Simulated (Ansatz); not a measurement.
**C3H10O2Si: vertical ionisation energy**

The task here is to estimate one member of a computed series from the others.

Program: Ansatz 0.2.0, Gaussian basis. Level of theory: unrestricted cation, the program's frozen cores in correlated methods. These are calculated values, not measurements.

Plan: UKS PBE-D4/def2-TZVPP; UKS r2SCAN-D4/def2-TZVPP; UKS PBE0-D4/def2-TZVPP; UKS B3LYP-D4/def2-TZVPP; UKS wB97X-V/def2-TZVPP; UKS wB97M-V/def2-TZVPP; UKS B2PLYP/def2-TZVPP; UHF-CCSD(T)/def2-TZVPP; UHF-MP2/def2-QZVPP; extrapolation to the limit; then −ε(HOMO) from the neutral's earlier runs with LDA (SPW92), PBE-D4, revPBE-D4, BLYP-D4, r2SCAN-D4, B97M-V, PBE0-D4, B3LYP-D4, r2SCANh-D4, r2SCAN0-D4, HSE06-D4, BHLYP-D4, CAM-B3LYP-D4, LC-ωPBE, ωB97X-V, ωB97M-V.

### Structure used throughout

All runs share one geometry, relaxed beforehand with PBE0-D4 in a triple-zeta def2 set.

SMILES `CCO[SiH2]OC`, 16 atoms, charge 0, spin multiplicity 1.

Atoms are counted from 1 here; the program's logs count them from 0.

Bond lengths: C1–C2 1.508 Å, C1–H7 1.092 Å, C1–H8 1.093 Å, C1–H9 1.092 Å, C2–O3 1.417 Å, C2–H10 1.097 Å, C2–H11 1.098 Å, O3–Si4 1.636 Å, Si4–O5 1.637 Å, Si4–H12 1.483 Å, Si4–H13 1.483 Å, O5–C6 1.409 Å, C6–H14 1.095 Å, C6–H15 1.091 Å, C6–H16 1.097 Å. Angles: C2–C1–H7 110.5°, C2–C1–H8 110.4°, C2–C1–H9 110.6°, H7–C1–H8 108.5°, H7–C1–H9 108.3°, H8–C1–H9 108.5°, C1–C2–O3 109.5°, C1–C2–H10 110.4°, C1–C2–H11 110.3°, O3–C2–H10 109.4°, O3–C2–H11 110.1°, H10–C2–H11 107.2°, C2–O3–Si4 123.7°, O3–Si4–O5 113.7°, O3–Si4–H12 110.5°, O3–Si4–H13 104.5°, O5–Si4–H12 104.4°, O5–Si4–H13 110.3° and more.

Set-up of the first run:

in.yaml reads:

```yaml
crystal:
  periodic: [false, false, false]
  atoms:
    - {symbol: C, position_ang: [0.455870, -2.704744, 0.142656]}
    - {symbol: C, position_ang: [0.471294, -1.306879, -0.422579]}
    - {symbol: O, position_ang: [0.377367, -0.368832, 0.634852]}
    - {symbol: Si, position_ang: [0.802290, 1.204236, 0.492216]}
    - {symbol: O, position_ang: [-0.165836, 2.057290, -0.514622]}
    - {symbol: C, position_ang: [-1.524735, 2.319030, -0.248311]}
    - {symbol: H, position_ang: [-0.461329, -2.877132, 0.709194]}
    - {symbol: H, position_ang: [0.509758, -3.441382, -0.662563]}
    - {symbol: H, position_ang: [1.305157, -2.858533, 0.811161]}
    - {symbol: H, position_ang: [-0.369744, -1.164154, -1.111569]}
    - {symbol: H, position_ang: [1.393086, -1.137787, -0.995642]}
    - {symbol: H, position_ang: [2.152959, 1.324032, -0.107226]}
    - {symbol: H, position_ang: [0.709892, 1.739722, 1.871918]}
    - {symbol: H, position_ang: [-2.139437, 1.428596, -0.415702]}
    - {symbol: H, position_ang: [-1.862297, 3.107519, -0.923175]}
    - {symbol: H, position_ang: [-1.677293, 2.656419, 0.783791]}
basis:
  gaussian: {orbitals: def2-TZVPP}
total_charge: 1
magnetization: {spin_polarized: true, initial_magnetization: 1}
hamiltonian: {xc: pbe, dispersion: d4}
```

Steps of the session up to this table: Cation, UKS PBE-D4/def2-TZVPP; Cation, UKS r2SCAN-D4/def2-TZVPP; Cation, UKS PBE0-D4/def2-TZVPP; Cation, UKS B3LYP-D4/def2-TZVPP; Cation, UKS wB97X-V/def2-TZVPP; Cation, UKS wB97M-V/def2-TZVPP; Cation, UKS B2PLYP (frozen core)/def2-TZVPP; Cation, UHF-CCSD(T)/def2-TZVPP; Cation, UHF-MP2/def2-QZVPP.

One table of the session follows, with a row left open; its other results are not shown here.

Orbital estimates, from the neutral's runs:

```
  functional  −ε(HOMO) (eV)
 LDA (SPW92)           6.77
      PBE-D4              ?
   revPBE-D4           6.57
     BLYP-D4           6.54
   r2SCAN-D4           6.95
      B97M-V           7.13
     PBE0-D4           8.18
    B3LYP-D4           7.95
  r2SCANh-D4           7.54
  r2SCAN0-D4           8.42
    HSE06-D4           7.77
    BHLYP-D4           9.70
CAM-B3LYP-D4           9.64
     LC-ωPBE          10.97
     ωB97X-V          10.66
     ωB97M-V          10.60
```

Q: Estimate the row for PBE-D4 from the others.

The run gave: −ε(HOMO) (eV): 6.63. In the column «−ε(HOMO) (eV)» it lies between revPBE-D4 (6.57) and LDA (SPW92) (6.77).
